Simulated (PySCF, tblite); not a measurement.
# C9H10OSi: infrared bands and NMR shifts

Wanted: the infrared bands and NMR shifts of C9H10OSi (`[SiH3]Cc1occ2ccccc12`), by calculation.

Computed with tblite 0.8.0 and PySCF 2.14.0, with density-fitted response routines of our own, on a single molecule in the gas phase. Atoms are numbered from 0 throughout.

## Step 1: Starting geometry

21 atoms, charge 0, multiplicity 1; geometry from: GFN2-xTB.

Bonds of the start (Å): Si0–C1 1.92, C1–C2 1.48, C2–O3 1.34, O3–C4 1.35, C4–C5 1.38, C5–C6 1.41, C6–C7 1.36, C7–C8 1.42, C8–C9 1.36, C9–C10 1.41, C10–C2 1.38, C10–C5 1.44, Si0–H11 1.46, Si0–H12 1.46, Si0–H13 1.46, C1–H14 1.09, C1–H15 1.09, C4–H16 1.07, C6–H17 1.08, C7–H18 1.08, C8–H19 1.08, C9–H20 1.08.

## Step 2: Vibrational analysis with GFN2-xTB

What the job is given:

```
{"job": {"kind": "ir", "xc": "GFN2-xTB", "basis": "xTB"}, "charge": 0, "multiplicity": 1}
Si     3.099077     0.277646     0.911142
C      2.184195    -0.508108    -0.578844
C      0.784655    -0.810458    -0.210849
O      0.489041    -2.013679     0.307438
C     -0.819882    -2.050140     0.622034
C     -1.409942    -0.846602     0.314506
C     -2.719276    -0.324851     0.424490
C     -2.941474     0.953841     0.017509
C     -1.902855     1.761981    -0.513388
C     -0.630940     1.295327    -0.643392
C     -0.355697    -0.025386    -0.227806
H      2.428446     1.531632     1.253050
H      4.485533     0.526328     0.513174
H      3.049805    -0.652038     2.038197
H      2.196241     0.171405    -1.430178
H      2.682552    -1.430435    -0.876176
H     -1.200943    -2.958547     1.041944
H     -3.510475    -0.940459     0.824739
H     -3.931617     1.380163     0.092620
H     -2.144114     2.769891    -0.818959
H      0.158750     1.909432    -1.051355
```

**Question.** This job is followed by: GIAO PBE0/pcSseg-1 NMR shielding, non-relativistic, gas phase. Predict these results of the whole session: strongest single infrared mode (GFN2-xTB); zero-point energy (GFN2-xTB); 13C shifts against TMS (PBE0/pcSseg-1); 1H shifts against TMS (PBE0/pcSseg-1, means over atoms taken as alike); 29Si shifts against TMS (PBE0/pcSseg-1); 17O shifts against H2O (PBE0/pcSseg-1).

As calculated:

```
                                                              quantity                                                             value
                             strongest single infrared mode (GFN2-xTB)                                             2267 cm⁻¹, 354 km/mol
                                          zero-point energy (GFN2-xTB)                                                     97.1 kcal/mol
                                13C shifts against TMS (PBE0/pcSseg-1)  150.0, 135.9, 131.4, 129.6, 127.2, 124.6, 124.6, 124.6, 12.5 ppm
1H shifts against TMS (PBE0/pcSseg-1, means over atoms taken as alike)                      8.04, 7.69, 7.69, 7.20, 7.12, 3.92, 2.87 ppm
                               29Si shifts against TMS (PBE0/pcSseg-1)                                                         -72.6 ppm
                                17O shifts against H2O (PBE0/pcSseg-1)                                                         323.3 ppm
```

In words: No mode is imaginary among the 57: a minimum at this level. The strongest single mode, at 2267 cm⁻¹, moves mainly H12. Unscaled tight-binding wavenumbers are off by several per cent, some by more. Its intensities can rank the bands wrongly. At PBE0/pcSseg-1: Shielding is most anisotropic at O3 (span 346 ppm, paramagnetic term -388 ppm). NICS(1)zz of -34 ppm above the planar ring from C2 marks a diatropic (aromatic) ring current. NICS(1)zz of -18 ppm above the planar ring from C5 marks a diatropic (aromatic) ring current.
